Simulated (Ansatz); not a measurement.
# Ba3CaF8: the band gap up the ladder of functionals

An exercise on one series of results from a longer session: the logs are not shown, and one member is left open.

The runs shown are made with Ansatz 0.2.0. PAW datasets, plane waves. The cell comes from a prototype generator: it can be a known phase or a hypothetical one. Spin polarisation is off.

## The cell

The cell was relaxed beforehand with r2SCAN.

It is orthorhombic, Cmmm (No. 65); conventional cell a = 8.456 Å, b = 12.076 Å, c = 4.269 Å, 18.16 Å³ an atom. Ba has 8 F at 2.60–2.69 Å; F has 1 Ca at 2.41 Å and 3 Ba at 2.67–2.69 Å; Ba has 8 F at 2.61–2.69 Å; F has 2 Ca at 2.53 Å and 2 Ba at 2.69 Å and 5 F at 2.72–2.89 Å; F has 4 Ba at 2.60–2.61 Å.

Structure file:

```
CELL_PARAMETERS angstrom
4.22818 -6.03781 0.00000
4.22818 6.03781 0.00000
0.00000 0.00000 4.26877
ATOMIC_POSITIONS crystal
Ba 0.00000 0.50000 0.00000
F 0.34841 0.11221 0.50000
F 0.11221 0.34841 0.50000
Ba 0.50000 0.50000 0.50000
F 0.88733 0.11267 0.00000
F 0.62486 0.37514 0.00000
Ca 0.00000 0.00000 0.50000
F 0.37514 0.62486 0.00000
F 0.11267 0.88733 0.00000
Ba 0.50000 0.00000 0.00000
F 0.88779 0.65159 0.50000
F 0.65159 0.88779 0.50000
```

Set-up of the first run:

input.yaml reads:

```yaml
crystal:
  lattice:
    - [4.2281836925, -6.0378118374, 0.0]
    - [4.2281836925, 6.0378118374, 0.0]
    - [0.0, 0.0, 4.2687737177]
  atoms:
    - { symbol: Ba, position: [0.0, 0.5, 0.0] }
    - { symbol: F, position: [0.3484087607, 0.1122110806, 0.5] }
    - { symbol: F, position: [0.1122110806, 0.3484087607, 0.5] }
    - { symbol: Ba, position: [0.5, 0.5, 0.5] }
    - { symbol: F, position: [0.8873347326, 0.1126652674, 0.0] }
    - { symbol: F, position: [0.6248599688, 0.3751400312, 0.0] }
    - { symbol: Ca, position: [0.0, 0.0, 0.5] }
    - { symbol: F, position: [0.3751400312, 0.6248599688, 0.0] }
    - { symbol: F, position: [0.1126652674, 0.8873347326, 0.0] }
    - { symbol: Ba, position: [0.5, 0.0, 0.0] }
    - { symbol: F, position: [0.8877889194, 0.6515912393, 0.5] }
    - { symbol: F, position: [0.6515912393, 0.8877889194, 0.5] }
kpoints:
  mp_grid: { grid: [4, 4, 6] }
  band_path:
    path:
      - [[0.0, 0.0, 0.0], [-0.5, 0.5, 0.0], [-0.3725994588861, 0.6274005411139, 0.0]]
      - [[0.3725994588861, 0.3725994588861, 0.0], [0.0, 0.0, 0.0], [0.0, 0.0, 0.5], [0.3725994588861, 0.3725994588861, 0.5]]
      - [[-0.3725994588861, 0.6274005411139, 0.5], [-0.5, 0.5, 0.5], [-0.5, 0.5, 0.0]]
      - [[0.0, 0.0, 0.0], [-1.396653551247e-17, 0.5, 0.0], [-1.396653551247e-17, 0.5, 0.5], [0.0, 0.0, 0.5], [-0.5, 0.5, 0.5]]
    npoints: 10
hamiltonian:
  xc: pbe
scf:
  occupations: { method: fermi_dirac, width: 0.02 }
  n_extra_bands: 7
output:
  forces: true
  stress: true
  eigenvalues: true
```

Steps of the session up to this table: Band structure with PBE; Single point with r2SCAN; HSE06 at the same geometry; PBE+SOC at the same geometry; PBE0 at the same geometry.

One table of the session follows, with a row left open; its other results are not shown here.

```
  level  gap (eV)
    PBE      6.24
 r2SCAN      6.76
  HSE06      8.13
PBE+SOC      6.23
   PBE0         ?
```

Q: Estimate the row for PBE0 from the others.

As computed: gap (eV): 8.91. In the column «gap (eV)» it is the highest.

Meshes: PBE 4×4×6, r2SCAN 4×4×6, HSE06 2×2×4, PBE+SOC 4×4×6, PBE0 2×2×4

In words: The gap runs from 6.23 eV (PBE+SOC) to 8.91 eV (PBE0). PBE reaches 77 % of the HSE06 value, and r2SCAN 83 %. PBE0 lies 0.77 eV above HSE06, which differs from it by screening the long-range exchange.

Limits of these values: Warnings in the runs' records: stress exchange threshold loose, stress scf threshold loose.
